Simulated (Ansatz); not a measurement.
I need a ladder of methods at one geometry of CH7GeNSi, SMILES [CH2]1N[SiH2][GeH2]1. Use Ansatz's Python interface. Use (for the species named): MP2, def2-SVP basis, multiplicity 1. The script varies method: mp2, ccsd, ccsd_t.

```yaml
atoms:
  - { symbol: C, position_ang: [-0.6488, 0.7532, -0.5387] }
  - { symbol: N, position_ang: [-0.4980, 0.9255, 0.9066] }
  - { symbol: Si, position_ang: [0.4122, -0.5650, 1.1568] }
  - { symbol: Ge, position_ang: [0.3066, -0.8575, -1.0482] }
  - { symbol: H, position_ang: [-1.7790, 0.7008, -0.7909] }
  - { symbol: H, position_ang: [-0.2640, 1.6780, -1.1024] }
  - { symbol: H, position_ang: [0.1895, 1.7261, 1.0817] }
  - { symbol: H, position_ang: [-0.2785, -1.5330, 1.9472] }
  - { symbol: H, position_ang: [1.8313, -0.2590, 1.6220] }
  - { symbol: H, position_ang: [1.5456, -0.6146, -1.8085] }
  - { symbol: H, position_ang: [-0.7515, -2.0116, -1.4049] }
```

`methods.py`
```python
"""CH7GeNSi at several levels of theory."""

import ansatz
from ase import Atoms

BASIS_SET = "def2-SVP"


def main() -> None:
    atoms = Atoms(["C", "N", "Si", "Ge", "H", "H", "H", "H", "H", "H", "H"], positions=[
        [-0.6488, 0.7532, -0.5387],
        [-0.498, 0.9255, 0.9066],
        [0.4122, -0.565, 1.1568],
        [0.3066, -0.8575, -1.0482],
        [-1.779, 0.7008, -0.7909],
        [-0.264, 1.678, -1.1024],
        [0.1895, 1.7261, 1.0817],
        [-0.2785, -1.533, 1.9472],
        [1.8313, -0.259, 1.622],
        [1.5456, -0.6146, -1.8085],
        [-0.7515, -2.0116, -1.4049],
    ])
    molecule = ansatz.Crystal.molecule_from_ase(atoms)

    job = molecule.calculation().basis(gaussian=BASIS_SET)

    methods = ["mp2", "ccsd", "ccsd_t"]
    reports = [job.correlation(m).run(threads=1, backend="cpu").report for m in methods]
    print(f"Hartree-Fock reference {reports[0]['reference_energy_ev'] / 27.211386246:.6f} Ha")
    best = reports[-1]["free_energy_ev"] - reports[-1]["reference_energy_ev"]
    for method, each in zip(methods, reports):
        gained = each["free_energy_ev"] - each["reference_energy_ev"]
        print(f"{method:8s} total {each['free_energy_ev'] / 27.211386246:.6f} Ha  correlation {gained:9.4f} eV  ({100 * gained / best:.1f} % of the last)")


if __name__ == "__main__":
    main()
```

Output of `python methods.py`:
```text
Hartree-Fock reference -2460.197145 Ha
mp2      total -2460.842633 Ha  correlation  -17.5646 eV  (91.0 % of the last)
ccsd     total -2460.884271 Ha  correlation  -18.6976 eV  (96.9 % of the last)
ccsd_t   total -2460.906091 Ha  correlation  -19.2914 eV  (100.0 % of the last)
```

Notes:
- Total energies depend on the basis set; only differences at equal settings carry meaning.
- The geometry is a force-field or estimated start, not a minimum of this method, and the basis set is short of its limit. A lower total doesn't mark the better method: functionals have no common bound, and MP2 and coupled cluster aren't variational.
- Inner cores stay frozen; a filled d shell under the valence of the heavier atoms is correlated with it.
- Run time: 45 s on 1 thread of Intel(R) Xeon(R) Platinum 8375C CPU @ 2.90GHz (Ice Lake), with other jobs on the host, peak memory 0.62 GiB.

(Lines on the test bed's own set-up are left out of the output.)
